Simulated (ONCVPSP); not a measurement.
**Pseudopotential generation for scandium: ONCV, PBE**

Do these settings give a usable potential? It is generated, then checked for transferability, scattering, ghosts and hardness.

Method: ONCVPSP 4.0.1, PBE, scalar-relativistic.

### 1 The atom and the settings

The settings as typed:

```
element                 : scandium (Sc, Z = 21)
type                    : optimised norm-conserving Vanderbilt (ONCV)
frozen core             : [Ne]
valence charge          : 11
reference configuration : 3s2 3p6 3d1 4s2
partial waves           : 3s+4s: rc 1.45 bohr, ncon 5, nbas 9, qcut 6.3 1/bohr, 2 projectors; 3p: rc 1.35 bohr, ncon 5, nbas 8, qcut 12.1 1/bohr, 3 projectors, debl 0.6 Ha; 3d: rc 2.15 bohr, ncon 4, nbas 9, qcut 6.6 1/bohr, 3 projectors, debl 2.5 Ha
local potential         : polynomial inside 1.10 bohr (lpopt 5, dvloc0 0 Ha)
core correction         : polynomial model core, fcfact 0.45
```

The nodes and maxima of the atom's own shells, from an earlier all-electron run, set the scale for the radii.

All-electron outer shells of the reference configuration (PBE, scalar-relativistic, ld1.x):

```tsv
shell	level (eV)	outermost node (bohr)	outermost maximum (bohr)
2p	-388.26	–	0.23
3s	-55.04	0.42	0.92
3p	-33.63	0.39	0.97
4s	-4.18	1.33	3.14
3d	-3.23	–	1.10
4p	-1.47	1.49	4.03
```

### 2 Generation

Input file Sc.dat:

```
# ATOM AND REFERENCE CONFIGURATION
# atsym  z   nc   nv     iexc    psfile
  Sc 21.00    3    4        4      upf
#
#   n    l    f
    1    0    2.00
    2    0    2.00
    2    1    6.00
    3    0    2.00
    3    1    6.00
    3    2    1.00
    4    0    2.00
#
# PSEUDOPOTENTIAL AND OPTIMIZATION
# lmax
    2
#
#   l,   rc,      ep,       ncon, nbas, qcut
    0    1.45    0.00    5    9    6.30
    1    1.35    0.00    5    8   12.10
    2    2.15    0.00    4    9    6.60
#
# LOCAL POTENTIAL
# lloc, lpopt,  rc(5),   dvloc0
    4    5    1.10    0.00
#
# VANDERBILT-KLEINMAN-BYLANDER PROJECTORs
# l, nproj, debl
    0    2    2.40
    1    3    0.60
    2    3    2.50
#
# MODEL CORE CHARGE
# icmod, fcfact, rcfact
    1    0.45    0.00
#
# LOG DERIVATIVE ANALYSIS
# epsh1, epsh2, depsh
   -4.00    5.00    0.02
#
# OUTPUT GRID
# rlmax, drl
    6.00    0.01
#
# TEST CONFIGURATIONS
# ncnf
    4
# nvcnf
#   n    l    f
    4
    3    0    2.00
    3    1    6.00
    3    2    1.00
    4    0    1.00
#
    4
    3    0    2.00
    3    1    6.00
    3    2    1.00
    4    0    0.00
#
    4
    3    0    2.00
    3    1    6.00
    3    2    0.00
    4    0    0.00
#
    4
    3    0    2.00
    3    1    6.00
    3    2    2.00
    4    0    0.00
#
```

Run with:

```sh
$ oncvpsp.x < Sc.dat > Sc.out
```

**Question.** What will these runs give? Wanted: cutoffs for 1 and 0.1 mHa per electron, occupied waves; bound ghosts; GHOST(+) flags; largest test error; largest phase difference near zero energy, channels read; rms error of d²Exc/dn², without and with the model core; projector energies reset by the program.

**Answer**, as computed:

| quantity | value |
| --- | --- |
| cutoffs for 1 and 0.1 mHa per electron, occupied waves | 41 Ha and 98 Ha |
| bound ghosts | none found |
| GHOST(+) flags | s at 314 eV |
| largest test error (AE − PS) | +57 meV, for 3s2 3p6 3d2 4s0 (1 test unsolved) |
| largest phase difference near zero energy, channels read | 0.000 rad |
| rms error of d²Exc/dn², without and with the model core | 1.24 and 0.96 mHa |
| projector energies reset by the program | p: -1.236, 0.250, 0.850 Ha |

In words: By total energies transferability is fair where solved: the largest error is 57 meV on 7.6 eV, for 3s2 3p6 3d2 4s0. Of the tests 1 gave no usable energy difference, which is a warning in itself. The potential is hard: the looser tolerance needs 41 Ha. At the looser tolerance the 3p wave is the slowest; 3s needs 27 Ha. It is free of bound ghosts as far as tested. Near zero energy the phases of the channels with partial waves agree within 0.001 rad. The program also flags highly localised states, GHOST(+) (s). These are tests on the free atom; a crystal test is still owed.
